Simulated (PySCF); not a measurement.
**WNF: structure of the triplet**

The task is one start of a wider search on WNF: the triplet, from a PBE0 minimum start. It is relaxed, tested by its Hessian and followed downhill if it is a saddle.

Method: PBE0, basis W def2-TZVP with ECP60, N def2-TZVP, F def2-TZVP, scalar-relativistic core potentials, no spin–orbit coupling, density fitting; program: PySCF 2.14.0.

**1. Where the work starts**

3 atoms, charge 0, spin multiplicity 3.

Bond lengths: W1–N2 1.656 Å, W1–F3 1.878 Å. Angles: N2–W1–F3 109.1°.

Coordinates in bohr (charge 0 multiplicity 3):
```
W     0.3021    0.0716    0.0000
N     0.0000   -3.0436    0.0000
F    -2.9246    1.5498    0.0000
```

**2. First SCF at the start**

The steps below are one call of a driver around PySCF. For each, scf.py gives the equivalent set-up of the SCF; relaxations use the driver's own optimiser. After this first run the driver tries any further starts and a stability analysis.

scf.py

```python
from pyscf import gto, scf, dft
mol = gto.M(atom='''
W      0.159840     0.037900    -0.000000
N      0.000000    -1.610580    -0.000000
F     -1.547630     0.820130     0.000000''',
    basis={'W': 'def2-TZVP', 'N': 'def2-TZVP', 'F': 'def2-TZVP'},
    ecp={'W': 'def2-TZVP'},
    charge=0, spin=2)
mf = dft.UKS(mol, xc='PBE0')
mf.grids.atom_grid = (50, 194)
aux = {'W': 'def2-universal-JKFIT', 'N': 'def2-universal-JKFIT', 'F': 'def2-universal-JKFIT'}
mf = mf.density_fit(auxbasis=aux)
mf.conv_tol = 1e-08
mf.diis_space = 10
mf.max_cycle = 60
mf.init_guess = 'minao'
mf.verbose = 4
mf.kernel()
```

The run is started by

```
OMP_NUM_THREADS=4 python axn.py task.json out
```

The runs that follow: PBE0 minimum start, triplet: relaxation; Vibrations and properties at this point.

Q: Predict the outcome of this session. Wanted: minimum; geometry; wavenumbers; dipole moment; highest occupied, lowest empty level; polar-tensor charge of W1; zero-point energy; atomisation energy; ⟨S²⟩.

**Answer**, as computed:

```
                                          quantity                                   value
                                           minimum                             triplet, Cs
                                          geometry  W–F 1.878 Å, W–N 1.656 Å; F–W–N 109.1°
                                wavenumbers (cm⁻¹)           265 (a'), 660 (a'), 1136 (a')
                                     dipole moment                                  4.37 D
highest occupied, lowest empty level (either spin)                         -6.68, -3.29 eV
                         polar-tensor charge of W1                                 +1.26 e
                                 zero-point energy                             12.3 kJ/mol
                               entropy at 298.15 K                         292.8 J/(mol K)
         atomisation energy (no zero-point energy)                             1115 kJ/mol
                                              ⟨S²⟩                                   2.038
```

In words: The PBE0 minimum start keeps its Cs symmetry and ends in a minimum. In the infrared the band at 660 cm⁻¹ (a', stretch) leads. Most of the spin sits on W1 (Mulliken spin 2.31, against 2 for the whole molecule). Other starts or spin states, not run here, may lie lower. One determinant may miss the lowest occupation of an open d or f shell. With an element this heavy the missing spin–orbit coupling can shift these numbers.
